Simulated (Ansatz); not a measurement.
# GaH4+ (triplet): wave-function methods side by side at distance Ga1–H4 = 1.511 Å, cc-pVDZ

How much of the correlation energy of GaH4+ (triplet) does each wave-function method recover here?

Program: Ansatz 0.2.0, Gaussian basis. Level of theory: cc-pVDZ, core rule «outside noble gas», up to 14 orbitals frozen. These are calculated values, not measurements.

The runs, in order: UHF; CCSD(T) on ROHF; CCSD(T) on UHF; BCCD(T) on ROHF; CISD as a restricted active space (open shells left free, so some higher excitations enter); CCSDT(Q) on ROHF; CCSDT(Q) on UHF; CASSCF and MRCISD+Q, 4 electrons in 4 orbitals; CASSCF and NEVPT2, 4 electrons in 4 orbitals; CASSCF and MRCISD+Q, 6 electrons in 8 orbitals; CASSCF and NEVPT2, 6 electrons in 8 orbitals; Full CI.

29 further runs of the same task are left out: 10 for a known fault of the program, 12 that didn't finish, 7 set aside as unsound or not needed. Runs told in other sessions of the task aren't counted.

## 1. What is computed

The geometry derives from a PBE0/def2-TZVP stationary point (not a proven minimum). One bond is set to the value named and the two fragments are kept rigid. No spin-orbit coupling is included. The filled d shell of Ga may be among the frozen orbitals whatever the setting's name suggests.

5 atoms, charge 1, spin multiplicity 3.

Atoms are counted from 1 here; the program's logs count them from 0.

Bond lengths: Ga1–H2 1.643 Å, Ga1–H3 1.643 Å, Ga1–H4 1.511 Å, Ga1–H5 1.643 Å. Angles: H2–Ga1–H3 69.0°, H2–Ga1–H4 132.8°, H2–Ga1–H5 132.8°, H3–Ga1–H4 132.8°, H3–Ga1–H5 132.8°, H4–Ga1–H5 69.0°.

## 2. UHF

Contents of in.yaml:

```yaml
crystal:
  periodic: [false, false, false]
  atoms:
    - {symbol: Ga, position_ang: [-0.000719, 0.000717, -0.001493]}
    - {symbol: H, position_ang: [0.651786, 0.664822, 1.352376]}
    - {symbol: H, position_ang: [-0.663233, -0.653377, 1.352388]}
    - {symbol: H, position_ang: [-0.602219, 0.600755, -1.251001]}
    - {symbol: H, position_ang: [0.663377, -0.661789, -1.350500]}
basis:
  gaussian: {orbitals: cc-pVDZ}
total_charge: 1
magnetization: {spin_polarized: true, initial_magnetization: 2}
hamiltonian: {xc: hf}
output: {orbitals: {seedname: orbitals}}
```

The run is started by

```console
$ ansatz run in.yaml --threads 1 --pin off --events-out ev --progress --plain --max-ram 2393MiB
```

After this run come: CCSD(T) on ROHF; CCSD(T) on UHF; BCCD(T) on ROHF; CISD as a restricted active space (open shells left free, so some higher excitations enter); CCSDT(Q) on ROHF; CCSDT(Q) on UHF; CASSCF and MRCISD+Q, 4 electrons in 4 orbitals; CASSCF and NEVPT2, 4 electrons in 4 orbitals; CASSCF and MRCISD+Q, 6 electrons in 8 orbitals; CASSCF and NEVPT2, 6 electrons in 8 orbitals; Full CI.

**Question.** What will the summary of the whole plan be? Wanted: FCI from the RHF energy; RMP2 from FCI; UMP2 from FCI; RCCSD from FCI; RCCSD(T) from FCI; UCCSD(T) from FCI; RCCSDT(Q) from FCI; UCCSDT(Q) from FCI; NEVPT2 pair from FCI.

The runs gave:

```
                         quantity                                                                                                value
          FCI from the ROHF energy                                                                                           -2.8402 eV
                    RMP2 from FCI                                                                                      +16.89 kcal/mol
                    UMP2 from FCI                                                                                      +17.41 kcal/mol
                   RCCSD from FCI                                                                                       +1.64 kcal/mol
                RCCSD(T) from FCI                                                                                       +0.49 kcal/mol
                UCCSD(T) from FCI                                                                                       +0.35 kcal/mol
               RCCSDT(Q) from FCI                                                                                       +0.03 kcal/mol
               UCCSDT(Q) from FCI                                                                                       -0.11 kcal/mol
             NEVPT2 pair from FCI                                                                                      +14.99 kcal/mol
          NEVPT2 valence from FCI                                                                                       +8.13 kcal/mol
        MRCISD+Q valence from FCI                                                                                       -0.01 kcal/mol
levels within 1 kcal/mol (43 meV)  RCCSD(T), UCCSD(T), BCCD(T), RCCSDT, UCCSDT, RCCSDT(Q), UCCSDT(Q), MRCISD valence, MRCISD+Q valence
                    T1 diagnostic                                                                                                0.031
   effectively unpaired electrons                                                                                                 2.03
```

What this shows: RCCSD(T) misses by +0.49 kcal/mol, 0.7 % of the correlation energy. UCCSDT, UCCSDT(Q) fall below full CI: unrestricted runs freeze a spin-polarised core, another one than full CI's, and coupled cluster isn't variational. One determinant dominates. Of the multireference levels listed MRCISD+Q valence comes nearest in total energy (-0.01 kcal/mol), which doesn't show that its space is the better one. These misses are within one basis, not against nature; the frozen cores of restricted and unrestricted runs differ, which can shift their rows.

Levels on UHF freeze UHF's core orbitals, full CI those of ROHF, so the U rows can settle a little off it for that reason alone.
